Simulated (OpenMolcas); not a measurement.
# Au⁴⁺ among point charges: CASSCF and CASPT2 levels and susceptibility

Aim: the splitting of the states of Au⁴⁺ in the field of 4 point charges, its lowest levels with spin-orbit coupling and its magnetic susceptibility.

The numbers are computed with OpenMolcas 26.06 (state-averaged CASSCF and CASPT2, spin-orbit coupling by RASSI with atomic mean-field integrals), except any that are marked as measured or tabulated.

**1. The system**

* Species: Au⁴⁺ (gold, Z = 79, 75 electrons)
* Basis: ANO-RCC-VDZP [7s6p4d2f], 59 functions
* Scalar Hamiltonian: DKH2, point nucleus
* Inactive shells: 1s 2s 2p 3s 3p 3d 4s 4p 4d 4f 5s 5p
* Active space: 7 electrons in 5 orbitals (5d)
* Some configurations of this space: 5d⁷
* Orbitals: optimised for each spin and parity, averaged over all roots

The outer shells:

5d7
```
5d [↑↓][↑↓][↑ ][↑ ][↑ ]
```

The ion sits among 4 point charges of -1.5 e arranged as a tetrahedron (Td), 1.82 Å from the ion.

Each step is its own input file, run in one work folder so that later steps find the files of earlier ones. Labels, J, g values, rates, χT and fits are worked out afterwards by a script from the matrices that RASSI stores.

**2. GATEWAY and SEWARD: basis and integrals**

Contents of a.inp:

```
&GATEWAY
Coord
1

Au 0.0 0.0 0.0
Basis=ANO-RCC-VDZP
Group=NoSym
NoMove
AngMom=0.0 0.0 0.0
AMFI
XField
4 Angstrom 0
1.050777 1.050777 1.050777 -1.500000
1.050777 -1.050777 -1.050777 -1.500000
-1.050777 1.050777 -1.050777 -1.500000
-1.050777 -1.050777 1.050777 -1.500000
&SEWARD
```

Run with:

```bash
$ OMP_NUM_THREADS=1 MOLCAS_MEM=1689 MOLCAS_PROJECT=a pymolcas a.inp > a.log
```

**3. CASSCF: quartets, 10 roots**

Contents of a.inp:

```
&RASSCF
FileOrb=start.orb
Symmetry=1
Spin=4
nActEl=7 0 0
Inactive=34
Ras2=5
CIRoot=10 10 1
SDav=10
CIMx=300
Iter=120 100
PrWF=0.3
OrbListing=Nothing
MaxOrb=0
>>> COPY $Project.JobIph JOB001
```

start.orb holds the contracted functions of the basis, ordered by shell, or the orbitals of the step before.

**4. CASSCF: doublets, 40 roots**

Contents of a.inp:

```
&RASSCF
FileOrb=start.orb
Symmetry=1
Spin=2
nActEl=7 0 0
Inactive=34
Ras2=5
CIRoot=40 40 1
SDav=40
CIMx=300
Iter=120 100
PrWF=0.3
OrbListing=Nothing
MaxOrb=0
>>> COPY $Project.JobIph JOB002
```

**5. State interaction with spin-orbit coupling**

Contents of a.inp:

```
&RASSI
NrOfJobIphs=2 10 40
1 2 3 4 5 6 7 8 9 10
1 2 3 4 5 6 7 8 9 10 11 12 13 14 15 16 17 18 19 20 21 22 23 24 25 26 27
28 29 30 31 32 33 34 35 36 37 38 39 40
IphNames
JOB001
JOB002
EJob
SpinOrbit
DIPRint=1.0
SOCoupling=1000.0
Subsets=2
Property=9
'ANGMOM' 1 'ANGMOM' 2 'ANGMOM' 3 'MLTPL  1' 1 'MLTPL  1' 2 'MLTPL  1' 3
'AMFI' 1 'AMFI' 2 'AMFI' 3
SOProperty=3
'ANGMOM' 1 'ANGMOM' 2 'ANGMOM' 3
```

**6. CASPT2: IPEA 0.25, imaginary shift 0.1 (closed shells correlated: 4f 5s 5p)**

Contents of a.inp:

```
>>> COPY JOB001 $Project.JobIph
&CASPT2
Multistate=10 1 2 3 4 5 6 7 8 9 10
NoMult
Frozen=23
IPEA=0.25
Imaginary=0.1
MaxIter=60
WThr=0.0 0.3 0.05
PrWF=0.5
NoMix
>>> COPY JOB002 $Project.JobIph
&CASPT2
Multistate=40 1 2 3 4 5 6 7 8 9 10 11 12 13 14 15 16 17 18 19 20 21 22
23 24 25 26 27 28 29 30 31 32 33 34 35 36 37 38 39 40
NoMult
Frozen=23
IPEA=0.25
Imaginary=0.1
MaxIter=60
WThr=0.0 0.3 0.05
PrWF=0.5
NoMix
```

(Steps that only read results are left out.)

What does the calculation give? Wanted: spin-free ground state; first state of the same spin within the active space; lowest level; next level.

The runs gave:

| quantity | value |
| --- | --- |
| method | SS-CASPT2, IPEA 0.25, imaginary shift 0.1 (closed shells correlated: 4f 5s 5p) |
| spin-free ground state | 4A2, 1-fold in its orbital part |
| first state of the same spin within the active space | 4T2 at 3290 cm⁻¹ |
| lowest level | 4-fold Γ8 |
| next level | 1694.5 cm⁻¹ |
| χT at 300 K | 4.20 cm³ K/mol |
| effective moment at 300 K | 5.80 μB |

Cost by method:

| method | time of its own steps | time with the reference |
| --- | --- | --- |
| A. CASSCF | 14 s | 14 s |
| B. SS-CASPT2, IPEA 0.25, imaginary shift 0.1, +4f 5s 5p | 12 s | 25 s |

Times are of one thread on a shared host.

What this shows: The spin-free ground state (4A2) comes to 100 % from free-ion F terms and keeps the highest spin of the shell. χT at 300 K is 4.20, against 1.88 cm³ K/mol for the spin alone, so orbital moment adds to it. CASPT2 does not keep the components of a term degenerate, and the means are used. The field of point charges can differ much from that of real complexes. Point charges carry no covalency, so the field is a model and not that of real ligands.
